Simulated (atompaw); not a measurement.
# Thulium: generating and testing a PAW (atompaw) potential

Aim: build the potential from the settings below, then test how well it stands in for the atom: scattering, ghost states and the plane-wave cutoff that it needs.

Program: atompaw 4.2.0.5. Reference atom: PBEsol, scalar-relativistic, spherical and spin-unpolarised. All values are calculated.

## Step 1: Starting point

The settings as typed:

```
element                 : thulium (Tm, Z = 69)
type                    : PAW
frozen core             : [Kr] 4d10
valence charge          : 23
reference configuration : 4f13 5s2 5p6 5d0 6s2 6p0
partial waves           : 5s (bound): rc 2.15 bohr; 6s (bound): rc 1.80 bohr; 5p (bound): rc 2.00 bohr; 6p (bound, empty): rc 2.75 bohr; 5d (bound, empty): rc 3.00 bohr; 5d channel at 4.4 Ry: rc 3.00 bohr; 4f (bound): rc 0.80 bohr; 4f channel at 0.4 Ry: rc 0.80 bohr
local potential         : bessel scheme, radius 2.50 bohr
core correction         : smooth core density matched at 2.10 bohr
augmentation charge     : sinc compensation charge, radius 2.75 bohr; PAW radius 3.00 bohr; waves and projectors: custom rrkj gramschmidtortho
```

## Step 2: Generation

Tm.input reads:

```
Tm 69
GGA-PBESOL scalarrelativistic loggrid 2001 logderivrange -6 5 276
6 6 5 4 0 0
6 1 0
5 2 0
4 3 13
0 0 0
c
c
c
c
v
v
c
c
c
v
v
c
c
v
v
3
3.00 2.75 2.50 2.10
n
n
y
4.4
n
y
0.4
n
custom rrkj gramschmidtortho sinc
bessel
2.15
1.80
2.00
2.75
3.00
3.00
0.80
0.80
PWSCFOUT
UPFDX 0.0125d0 UPFXMIN -7.d0 UPFZMESH 69.d0
END
```

Launch:

```bash
$ atompaw < Tm.input > Tm.log
```

Q: Predict the outcome of this session. Wanted: cutoffs for 10 and 1 mRy, occupied levels; bound ghosts; largest phase difference near zero energy, channels read; lowest eigenvalue of the overlap; share of valence orbitals outside the PAW sphere; UPF file.

The runs gave:

| quantity | value |
| --- | --- |
| cutoffs for 10 and 1 mRy, occupied levels | over 300 Ry and over 300 Ry |
| bound ghosts | none found |
| largest phase difference near zero energy, channels read | 0.048 rad |
| lowest eigenvalue of the overlap (Bessel basis) | 0.044 (p) |
| share of valence orbitals outside the PAW sphere | 5s 0 %, 6s 73 %, 5p 1 %, 6p 93 %, 5d 55 %, 4f 1 % |
| UPF file | written |

It counts as very hard, with over 300 Ry needed at the looser tolerance. The slowest occupied level is 4f: taken alone it needs over 300 Ry to come within 1 mRy, against 21 Ry for 6s. It is free of bound ghosts as far as tested. Of the channels read, d scatters worst near zero energy, by up to 0.05 rad. These are tests on the free atom; a crystal test is still owed.
